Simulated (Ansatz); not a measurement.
# BAs: the cost of one run

Program: Ansatz 0.2.0. Level of theory: DFT LDA, scalar-relativistic, plane waves, PAW, and further levels as typed in the inputs. These are calculated values, not measurements.

## Step 1: The system as given

Symmetry: F-43m, No. 216, cubic system. The conventional cell has a = 4.778 Å, b = 4.778 Å, c = 4.778 Å, α = 90.00°, β = 90.00°, γ = 90.00°. B (site symmetry -43m) is surrounded by 4 As at 2.07 Å. Around As (site symmetry -43m) lie 4 B at 2.07 Å.

As a file:

```
B As
1.0
     0.00000    2.38890    2.38890
     2.38890    0.00000    2.38890
     2.38890    2.38890    0.00000
B As
1 1
Cartesian
  0.0000 0.0000 0.0000
  1.1945 1.1945 1.1945
```

## Step 2: Phonons: BAs, no spin

The input, input.yaml:

```yaml
crystal:
  lattice:
    - [0.0, 2.3889, 2.3889]
    - [2.3889, 0.0, 2.3889]
    - [2.3889, 2.3889, 0.0]
  atoms:
    - { symbol: B, position: [0.0, 0.0, 0.0] }
    - { symbol: As, position: [0.25, 0.25, 0.25] }
scf:
  occupations: { method: fixed }
output: {}
hamiltonian:
  xc: lda
kpoints:
  mp_grid: { grid: [10, 10, 10] }
phonons:
  method: dfpt
  dielectric: true
  rigid_motions: translations
```

Launch:

```console
ansatz run input.yaml --threads 4 --pin off --max-ram 40960MiB --backend cpu --events-out ev --progress --plain --runs-dir out
```

Q: Estimate wall time and peak memory on 4 threads of Intel Xeon Platinum 8259CL at 2.50GHz (Skylake/Cascade Lake), shared host.

About 15 s, with a peak of 0.61 GiB.
